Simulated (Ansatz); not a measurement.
# C₂H₈BFSi: up Jacob's ladder to CCSD(T)

An exercise on one series of results from a longer session: the logs are not shown, and one member is left open.

Program: Ansatz 0.2.0, Gaussian basis. Level of theory: functionals in def2-TZVPP, the program's frozen cores in correlated methods. These are calculated values, not measurements.

Plan: PBE-D4, r2SCAN-D4, PBE0-D4, B3LYP-D4, ωB97X-V, ωB97M-V, B2PLYP; CCSD(T)/def2-TZVPP; MP2/def2-QZVPP; extrapolation to the limit.

## Structure used throughout

The geometry comes from an earlier relaxation with PBE0-D4 in a triple-zeta def2 set; it is a stationary point, not always the lowest conformer.

SMILES `CB([SiH3])CF`, 13 atoms, charge 0, spin multiplicity 1.

Atoms are counted from 1 here; the program's logs count them from 0.

Bond lengths: C1–B2 1.560 Å, C1–H6 1.097 Å, C1–H7 1.097 Å, C1–H8 1.093 Å, B2–Si3 2.026 Å, B2–C4 1.558 Å, Si3–H9 1.490 Å, Si3–H10 1.490 Å, Si3–H11 1.491 Å, C4–F5 1.390 Å, C4–H12 1.101 Å, C4–H13 1.101 Å. Angles: B2–C1–H6 109.6°, B2–C1–H7 109.8°, B2–C1–H8 115.5°, H6–C1–H7 104.3°, H6–C1–H8 108.5°, H7–C1–H8 108.6°, C1–B2–Si3 122.6°, C1–B2–C4 118.2°, Si3–B2–C4 119.2°, B2–Si3–H9 110.4°, B2–Si3–H10 110.2°, B2–Si3–H11 112.3°, H9–Si3–H10 108.0°, H9–Si3–H11 108.0°, H10–Si3–H11 107.9°, B2–C4–F5 115.7°, B2–C4–H12 109.6°, B2–C4–H13 109.6° and more.

The first run:

Contents of in.yaml:

```yaml
crystal:
  periodic: [false, false, false]
  atoms:
    - {symbol: C, position_ang: [-1.566376, -0.419754, -0.439599]}
    - {symbol: B, position_ang: [-0.136784, 0.080018, -0.065419]}
    - {symbol: Si, position_ang: [1.280484, -1.144545, 0.707034]}
    - {symbol: C, position_ang: [0.202894, 1.581951, -0.300180]}
    - {symbol: F, position_ang: [1.489247, 1.970853, 0.053256]}
    - {symbol: H, position_ang: [-2.044971, -0.859161, 0.444526]}
    - {symbol: H, position_ang: [-1.495527, -1.252253, -1.150302]}
    - {symbol: H, position_ang: [-2.236468, 0.337228, -0.856106]}
    - {symbol: H, position_ang: [1.726216, -0.647666, 2.038997]}
    - {symbol: H, position_ang: [2.468813, -1.185435, -0.191157]}
    - {symbol: H, position_ang: [0.787359, -2.540845, 0.878838]}
    - {symbol: H, position_ang: [-0.507158, 2.212783, 0.256561]}
    - {symbol: H, position_ang: [0.052673, 1.832229, -1.361749]}
basis:
  gaussian: {orbitals: def2-TZVPP}
hamiltonian: {xc: pbe, dispersion: d4}
output: {forces: true, orbitals: {seedname: orbitals}}
```

Command:

```sh
$ ansatz run in.yaml --threads 4 --pin off --events-out ev --progress --plain --max-ram 10444MiB
```

Steps of the session up to this table: PBE-D4 (GGA); r2SCAN-D4 (meta-GGA); PBE0-D4 (hybrid); B3LYP-D4 (hybrid); ωB97X-V (range-separated); ωB97M-V (range-separated); B2PLYP (double hybrid); CCSD(T) in def2-TZVPP; MP2 in def2-QZVPP.

One of the session's tables, all rows but one given; the rest of the session is left out.

```
            method  atomisation energy (kcal/mol)
            PBE-D4                         1122.2
         r2SCAN-D4                         1112.3
           PBE0-D4                         1109.7
          B3LYP-D4                         1109.6
           ωB97X-V                         1111.8
           ωB97M-V                         1110.4
            B2PLYP                         1096.0
     HF/def2-TZVPP                          843.0
    MP2/def2-TZVPP                         1088.9
   CCSD/def2-TZVPP                         1068.0
CCSD(T)/def2-TZVPP                              ?
           MP2/CBS                         1113.2
       CCSD(T)/CBS                         1104.4
```

Estimate the missing values for CCSD(T)/def2-TZVPP.

**Answer.** atomisation energy (kcal/mol): 1080.0. In the column «atomisation energy (kcal/mol)» it lies between CCSD/def2-TZVPP (1068.0) and MP2/def2-TZVPP (1088.9).
